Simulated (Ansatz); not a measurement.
Co in Ansatz: the effect of functional

Slab: Co, a slab with vacuum.

```xyz
5
Lattice="2.5190 0.0000 0.0000 -1.2595 2.1815 0.0000 0.0000 0.0000 23.1820" Properties=species:S:1:pos:R:3 pbc="T T T"
Co    0.0000    1.4543    7.5000
Co    1.2595    0.7272    9.5455
Co    0.0000    1.4543   11.5910
Co    1.2595    0.7272   13.6365
Co    0.0000    1.4543   15.6820
```

The slab is cut from a database's or a generator's crystal, which needn't be the stable form of the element.

The cell isn't the ideal one: the (0 0 1) slab of Co, cut from the database cell, not relaxed.

Alike in all runs:

| Item | Value |
| --- | --- |
| Program | Ansatz 0.2.0 |
| Task | relaxation of the atoms |
| Potentials or basis | Ansatz PAW |
| k mesh | 12 × 12 × 1 |
| Occupations | fermi-dirac, width 0.05 eV |
| Spin | collinear spin, ferromagnetic start |
| Starting moments | [2.0, 2.0, 2.0, 2.0, 2.0] μB |

Each run relaxes the cell or the atoms first.

```csv
functional,cutoff,moment (μB),largest force (eV/Å),work function (eV)
LDA,420 eV (not typed: the program's choice for these potentials),?,?,?
PBEsol,420 eV (not typed: the program's choice for these potentials),8.53,0.79,4.95
RPBE,420 eV (not typed: the program's choice for these potentials),8.69,0.34,4.71
revPBE,420 eV (not typed: the program's choice for these potentials),8.66,0.39,4.72
BLYP,420 eV (not typed: the program's choice for these potentials),8.51,0.26,4.58
r2SCAN,500 eV (not typed: the program's choice for these potentials),8.93,0.61,4.90
```

What does the run with functional LDA give?

Moment 8.32 μB; largest force 1.02 eV/Å; work function 5.19 eV.

Caveats: the PAW data sets come from PBE, with cores solved anew for the run's functional, which leaves a small shift of forces and pressure; the magnetic or orbital state may not be the lowest (some runs).

Runs at the PBE level aren't shown here.
